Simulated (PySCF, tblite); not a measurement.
# C₄H₁₁F₃GeSi: geometry, infrared bands and NMR shifts

What infrared bands and NMR shifts should C₄H₁₁F₃GeSi (`CC[SiH2][GeH2][CH2]C(F)(F)F`) show?

The runs use tblite 0.8.0 and PySCF 2.14.0, with density-fitted response routines of our own; the level of theory stands in each step. All values are computed, except where a source is named. Atoms are numbered from 0 throughout.

**1. The molecule as given**

20 atoms, charge 0, multiplicity 1; geometry from: force field or distance geometry start.

Bonds of the start (Å): C0–C1 1.52, C1–Si2 1.86, Si2–Ge3 2.30, Ge3–C4 1.97, C4–C5 1.52, C5–F6 1.38, C5–F7 1.38, C5–F8 1.39, C0–H9 1.12, C0–H10 1.10, C0–H11 1.12, C1–H12 1.12, C1–H13 1.10, Si2–H14 1.48, Si2–H15 1.47, Ge3–H16 1.54, Ge3–H17 1.56, C4–H18 1.11, C4–H19 1.11.

**2. Optimising the geometry with GFN2-xTB**

Job settings and geometry (Å):

```
{"job": {"kind": "relax", "xc": "GFN2-xTB", "basis": "xTB"}, "charge": 0, "multiplicity": 1}
C     -2.315500    -0.680000     1.224900
C     -1.617800     0.672100     1.140800
Si    -1.088500     1.060300    -0.603800
Ge     0.410800    -0.515000    -1.365500
C      1.778000    -0.853000     0.006700
C      2.705300     0.345800     0.166400
F      2.000600     1.452200     0.603200
F      3.333700     0.650700    -1.028100
F      3.685600     0.038100     1.106800
H     -2.640300    -0.873100     2.277700
H     -1.647500    -1.496100     0.901500
H     -3.232700    -0.676300     0.583100
H     -0.713900     0.649600     1.804800
H     -2.288600     1.466700     1.508800
H     -2.282100     1.083600    -1.480500
H     -0.461200     2.388700    -0.620500
H      1.071000    -0.042400    -2.673200
H     -0.356700    -1.849500    -1.615700
H      1.277900    -1.074500     0.970300
H      2.376600    -1.737200    -0.301700
```

Launch:

```console
$ OMP_NUM_THREADS=1 python probes_run.py task.json out
```

The driver reads the jobs from task.json and runs them one after another.

**Question.** This job is followed by: GFN2-xTB harmonic vibrations, gas phase; GIAO PBE0/pcSseg-1 NMR shielding, non-relativistic, gas phase. Predict these results of the whole session: strongest single infrared mode (GFN2-xTB); zero-point energy (GFN2-xTB); ¹³C shifts against TMS (PBE0/pcSseg-1); ¹H shifts against TMS (PBE0/pcSseg-1, means over atoms taken as alike); ²⁹Si shifts against TMS (PBE0/pcSseg-1); ⁷³Ge shifts against GeMe4 (PBE0/pcSseg-1); ¹⁹F shifts against CFCl3 (PBE0/pcSseg-1, means over atoms taken as alike); surface potential, 1st and 99th percentile.

As calculated:

| quantity | value |
| --- | --- |
| strongest single infrared mode (GFN2-xTB) | 1969 cm⁻¹, 510 km/mol |
| zero-point energy (GFN2-xTB) | 85.6 kcal/mol |
| ¹³C shifts against TMS (PBE0/pcSseg-1) | 137.9, 21.8, 13.7, 4.1 ppm |
| ¹H shifts against TMS (PBE0/pcSseg-1, means over atoms taken as alike) | 4.16, 3.90, 1.82, 1.18, 1.05 ppm |
| ²⁹Si shifts against TMS (PBE0/pcSseg-1) | -60.6 ppm |
| ⁷³Ge shifts against GeMe4 (PBE0/pcSseg-1) | -267 ppm |
| ¹⁹F shifts against CFCl3 (PBE0/pcSseg-1, means over atoms taken as alike) | -72.3 ppm |
| surface potential, 1st and 99th percentile | -0.70 V and 1.09 V |

What this shows: Over 100 steps the energy fell by 0.484 eV; of the close pairs, Si2–Ge3 changed most, 2.304 to 2.364 Å. No mode is imaginary among the 54: a minimum at this level. The strongest single mode, at 1969 cm⁻¹, moves mainly H16. Unscaled tight-binding wavenumbers are off by several per cent, some by more. Its intensities can rank the bands wrongly. At PBE0/pcSseg-1: Shielding is most anisotropic at Ge3 (span 217 ppm, paramagnetic term -1161 ppm). Spin-orbit coupling is left out, which matters for shieldings and couplings at and beside the heavy atoms.
